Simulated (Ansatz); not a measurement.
# F3HSSn: a ladder of functionals and wavefunction methods

The task here is to estimate one member of a computed series from the others.

Program: Ansatz 0.2.0, Gaussian basis. Level of theory: functionals in def2-TZVPP, the program's frozen cores in correlated methods. These are calculated values, not measurements.

The runs, in order: LDA (SPW92), PBE-D4, revPBE-D4, BLYP-D4, r2SCAN-D4, B97M-V, PBE0-D4, B3LYP-D4, r2SCANh-D4, r2SCAN0-D4, HSE06-D4, BHLYP-D4, CAM-B3LYP-D4, LC-ωPBE, ωB97X-V, ωB97M-V, B2PLYP, PBE-QIDH; CCSD(T)/def2-SVP; CCSD(T)/def2-TZVPP; MP2/def2-QZVPP; extrapolation to the limit; RPA on PBE.

### The relaxed structure

An earlier PBE0-D4 in a triple-zeta def2 set relaxation fixed the geometry. Sn takes the def2 core potential; no spin-orbit term is included.

SMILES `[F][Sn]([F])([F])[SH]`, 6 atoms, charge 0, spin multiplicity 1.

Atoms are counted from 1 here; the program's logs count them from 0.

Bond lengths: F1–Sn2 1.891 Å, Sn2–F3 1.888 Å, Sn2–F4 1.891 Å, Sn2–S5 2.344 Å, S5–H6 1.347 Å. Angles: F1–Sn2–F3 106.6°, F1–Sn2–F4 103.7°, F1–Sn2–S5 114.3°, F3–Sn2–F4 106.5°, F3–Sn2–S5 110.6°, F4–Sn2–S5 114.5°, Sn2–S5–H6 91.2°.

Set-up of the first run:

File in.yaml:

```yaml
crystal:
  periodic: [false, false, false]
  atoms:
    - {symbol: F, position_ang: [-0.660083, -0.939106, 1.648682]}
    - {symbol: Sn, position_ang: [0.258126, -0.395889, 0.087214]}
    - {symbol: F, position_ang: [2.066721, -0.882768, 0.328186]}
    - {symbol: F, position_ang: [-0.430187, -1.536371, -1.255071]}
    - {symbol: S, position_ang: [0.074749, 1.891181, -0.394657]}
    - {symbol: H, position_ang: [-1.267126, 1.798854, -0.460555]}
basis:
  gaussian: {orbitals: def2-TZVPP}
hamiltonian: {xc: lda}
output: {orbitals: {seedname: orbitals}}
```

Steps of the session up to this table: LDA; PBE-D4 (GGA); revPBE-D4 (GGA); BLYP-D4 (GGA); r2SCAN-D4 (meta-GGA); B97M-V (meta-GGA); PBE0-D4 (hybrid); B3LYP-D4 (hybrid); r2SCANh-D4 (hybrid); r2SCAN0-D4 (hybrid); HSE06-D4 (hybrid); BHLYP-D4 (hybrid); CAM-B3LYP-D4 (range-separated); LC-ωPBE-D4 (range-separated; the results give it without D4); ωB97X-V (range-separated); ωB97M-V (range-separated); B2PLYP (double hybrid); PBE-QIDH (double hybrid).

One of the session's tables, all rows but one given; the rest of the session is left out.

It belongs to the step «Frontier levels by functional». 

```
  functional  HOMO (eV)  LUMO (eV)  gap (eV)
 LDA (SPW92)      -7.84      -4.24      3.60
      PBE-D4      -7.66      -3.86      3.80
   revPBE-D4      -7.59      -3.72      3.88
     BLYP-D4      -7.50      -3.82      3.68
   r2SCAN-D4      -7.99      -3.65      4.34
      B97M-V      -8.03      -3.61      4.42
     PBE0-D4      -9.01      -2.92      6.09
    B3LYP-D4      -8.75      -3.26      5.49
  r2SCANh-D4      -8.49      -3.32      5.17
  r2SCAN0-D4      -9.23      -2.80      6.43
    HSE06-D4      -8.60      -3.29      5.31
    BHLYP-D4     -10.19      -1.96      8.24
CAM-B3LYP-D4     -10.38      -1.93      8.45
     LC-ωPBE     -11.80      -0.59     11.21
     ωB97X-V     -11.41      -0.71     10.70
     ωB97M-V          ?          ?         ?
```

Q: Estimate the row for ωB97M-V from the others.

The run gave: HOMO (eV): -11.24; LUMO (eV): -0.83; gap (eV): 10.41. In the column «HOMO (eV)» it lies between ωB97X-V (-11.41) and CAM-B3LYP-D4 (-10.38).
